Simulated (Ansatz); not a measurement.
CsLiCr2Te2S3:

```
Cs Li Cr Te S
1.0
     7.05684    0.00000    0.00000
     0.00000    3.98060    0.00000
    -2.67333    0.00000    8.68168
Cs Li Cr Te S
1 1 2 2 3
Direct
  0.07739 0.00000 0.37706
  0.86424 0.50000 0.78883
  0.12646 0.00000 0.94616
  0.59290 0.50000 0.97165
  0.50838 0.00000 0.15270
  0.55612 0.00000 0.74893
  0.87426 0.00000 0.68502
  0.25176 0.50000 0.84402
  0.96294 0.50000 0.05357
```

The cell was built by a generator and needn't be a form met in nature.

Base run:

```yaml
Program: Ansatz 0.2.0
Functional: PBE
Potentials_or_basis: Ansatz PAW
Cutoff: 420 eV
Density_cutoff: 1680 eV
k_mesh: 4 × 7 × 3
Occupations: fermi-dirac, width 0.05 eV
Spin: collinear spin, ferromagnetic start
Starting_moments: "[0.0, 0.0, 3.0, 3.0, 0.0, 0.0, 0.0, 0.0, 0.0] μB"
```

Its results: band gap on the k mesh 0.48 eV, indirect (least direct gap 0.77 eV); net moment 6.00 μB per cell; site moments Cs +0.00; Li +0.00; Cr +2.89, +2.69; Te -0.13, -0.04; S -0.03, -0.10, -0.05 μB.

Problem. The run is repeated on the same cell with these changes: k mesh from 4 × 7 × 3 to 3 × 5 × 3. What comes out?

Solution. Band gap on the k mesh 0.60 eV, indirect (least direct gap 0.77 eV); net moment 6.00 μB per cell; site moments Cs +0.00; Li +0.00; Cr +2.89, +2.69; Te -0.13, -0.04; S -0.03, -0.10, -0.05 μB.

Caveats: odd divisions of the mesh miss points on the zone boundary, where band edges often lie, so the gap on the mesh can be too wide; spin-orbit coupling is left out, which moves the levels of the heavy elements; only a ferromagnetic start was run, and an antiferromagnetic order may lie lower in energy.

A k mesh can miss the band edges.

Not every run made on this cell is shown here.
